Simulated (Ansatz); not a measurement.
**CH₅B₂NS: how energies converge with the basis set**

One table from this session's results is given with a row withheld; the runs are named, their logs left out.

Program: Ansatz 0.2.0, Gaussian basis. Level of theory: one geometry, several basis sets. These are calculated values, not measurements.

Plan: PBE0-D4/def2-SVP; ωB97M-V/def2-SVP; PBE0-D4/def2-QZVPP; ωB97M-V/def2-QZVPP; the functionals' def2-TZVPP values are taken from earlier runs.

## Structure used throughout

An earlier PBE0-D4 in a triple-zeta def2 set relaxation fixed the geometry.

SMILES `BNBC=S`, 10 atoms, charge 0, spin multiplicity 1.

Atoms are counted from 1 here; the program's logs count them from 0.

Bond lengths: B1–N2 1.414 Å, B1–H6 1.195 Å, B1–H7 1.195 Å, N2–B3 1.422 Å, N2–H8 1.010 Å, B3–C4 1.557 Å, B3–H9 1.197 Å, C4–S5 1.616 Å, C4–H10 1.092 Å. Angles: N2–B1–H6 119.5°, N2–B1–H7 118.8°, H6–B1–H7 121.7°, B1–N2–B3 126.8°, B1–N2–H8 117.2°, B3–N2–H8 116.0°, N2–B3–C4 121.7°, N2–B3–H9 119.4°, C4–B3–H9 118.9°, B3–C4–S5 114.1°, B3–C4–H10 125.5°, S5–C4–H10 120.4°.

Set-up of the first run:

Contents of in.yaml:

```yaml
crystal:
  periodic: [false, false, false]
  atoms:
    - {symbol: B, position_ang: [-1.500424, -0.464992, 0.401704]}
    - {symbol: N, position_ang: [-0.147768, -0.763634, 0.687059]}
    - {symbol: B, position_ang: [0.997433, -0.064660, 0.214603]}
    - {symbol: C, position_ang: [0.881852, 1.086851, -0.826708]}
    - {symbol: S, position_ang: [1.335943, 0.672573, -2.320866]}
    - {symbol: H, position_ang: [-2.365873, -1.134860, 0.882413]}
    - {symbol: H, position_ang: [-1.746643, 0.461973, -0.310997]}
    - {symbol: H, position_ang: [0.032592, -1.548215, 1.297553]}
    - {symbol: H, position_ang: [2.083250, -0.390186, 0.597798]}
    - {symbol: H, position_ang: [0.512839, 2.093952, -0.619661]}
basis:
  gaussian: {orbitals: def2-SVP}
hamiltonian: {xc: pbe0, dispersion: d4}
output: {orbitals: {seedname: orbitals}}
```

Run with:

```console
$ ansatz run in.yaml --threads 2 --pin off --events-out ev --progress --plain --max-ram 4352MiB
```

Among the steps run: PBE0-D4 in def2-SVP; ωB97M-V in def2-SVP; PBE0-D4 in def2-QZVPP; ωB97M-V in def2-QZVPP.

One table of the session follows, with a row left open; its other results are not shown here.

It belongs to the step «Functionals by basis». 

```
functional       basis  HOMO (eV)  LUMO (eV)
   PBE0-D4    def2-SVP      -6.35      -2.38
   PBE0-D4  def2-TZVPP      -6.49      -2.54
   PBE0-D4  def2-QZVPP      -6.52      -2.57
   ωB97M-V    def2-SVP          ?          ?
   ωB97M-V  def2-TZVPP      -8.66      -0.37
   ωB97M-V  def2-QZVPP      -8.70      -0.43
```

Q: Estimate the row for ωB97M-V, def2-SVP from the others.

**Answer.** HOMO (eV): -8.49; LUMO (eV): -0.11. In the column «HOMO (eV)» it lies between ωB97M-V, def2-TZVPP (-8.66) and PBE0-D4, def2-QZVPP (-6.52).
